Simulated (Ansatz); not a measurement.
# CdAu and its elements: a formation energy from the elements

Program: Ansatz 0.2.0 through its Python package.

The cells in order, each with its output:

**Cell 1**
```python
from collections import Counter
import warnings

import ansatz as az
import numpy as np
```

**Cell 2**
```python
SETTINGS = {
    'k_spacing': 0.15,
    'occupations': 'cold',
    'width_ev': 0.1,
}

PHASES = {
    'CdAu': (
        [[3.09033208, 0.0, 0.0], [-1.54516604, 2.67630608, 0.0], [0.0, 0.0, 4.60128205]],
        [
            ('Cd', [0.0, 0.0, 0.0]),
            ('Au', [1 / 3, 2 / 3, 0.5]),
        ],
    ),
    'Cd': (
        [[2.97887, 0.0, 0.0], [-1.489435, 2.57977709, 0.0], [0.0, 0.0, 5.61765]],
        [
            ('Cd', [1 / 3, 2 / 3, 0.25]),
            ('Cd', [2 / 3, 1 / 3, 0.75]),
        ],
    ),
    'Au': (
        [[0.0, 2.035, 2.035], [2.035, 0.0, 2.035], [2.035, 2.035, 0.0]],
        [
            ('Au', [0.0, 0.0, 0.0]),
        ],
    ),
}
```

**Cell 3**
```python
def build(vectors, sites):
    crystal = az.Crystal(lattice=az.Lattice.of(vectors))
    for symbol, position in sites:
        crystal = crystal.atom(symbol, position)
    return crystal
```

**Cell 4**
```python
def ground_state(name, crystal):
    calc = (
        crystal.calculation()
        .basis(41 * az.Ry)
        .functional(az.Functional.LDA)
        .kpoints(spacing=SETTINGS['k_spacing'])
        .occupations(SETTINGS['occupations'], width=SETTINGS['width_ev'])
        .stress()
    )
    calc = calc.relax(force_tolerance=0.02, max_steps=60, cell=True)
    return calc.run(threads=1)


def counts(outcome):
    return Counter(site.symbol for site in outcome.lattice.sites)

def formation_energy(outcome, mu):
    n = counts(outcome)
    return (outcome.report['energy_sigma0_ev'] - sum(k * mu[element] for element, k in n.items())) / sum(n.values())
```

**Cell 5**
```python
def volume_per_atom(outcome):
    return abs(np.linalg.det(outcome.lattice.cell_ang)) / len(outcome.lattice.sites)
```

**Cell 6**
```python
warnings.simplefilter('ignore', az.DeckWarning)

phases = {name: build(*cell) for name, cell in PHASES.items()}
```

**Cell 7**
```python
done = {name: ground_state(name, crystal) for name, crystal in phases.items()}
```

**Cell 8**
```python
references = {'Cd': 'Cd', 'Au': 'Au'}
mu = {element: done[name].report['energy_sigma0_ev'] / len(done[name].lattice.sites) for element, name in references.items()}
```

**Cell 9**
```python
target = done['CdAu']
heat = formation_energy(target, mu)
rows = [(name, len(o.lattice.sites), volume_per_atom(o), formation_energy(o, mu)) for name, o in done.items()]
print('| phase | atoms | V (A^3/atom) | E_form (eV/atom) |')
print('| --- | --- | --- | --- |')
for row in rows:
    print(f'| {row[0]} | {row[1]:d} | {row[2]:.3f} | {row[3]:.4f} |')
```
Output:
```text
| phase | atoms | V (A^3/atom) | E_form (eV/atom) |
| --- | --- | --- | --- |
| CdAu | 2 | 17.630 | -0.1296 |
| Cd | 2 | 20.031 | 0.0000 |
| Au | 1 | 16.588 | 0.0000 |
```

Reading the output:
- Spin-orbit coupling, which matters for elements this heavy, is left out.
- The cells come from databases of deposited and of computed structures, and not all need be stable phases.
- The compound is the structure given, not necessarily its lowest; energies are at zero temperature, with no correction for gases. A semilocal functional's error on such energies is often 0.05 to 0.1 eV an atom, and 0.1 to 0.3 eV against gases such as O2 or F2.
- Hardware and time: 3.2 min on 1 thread of Arm Neoverse V2 (shared host), peak memory 0.59 GiB.
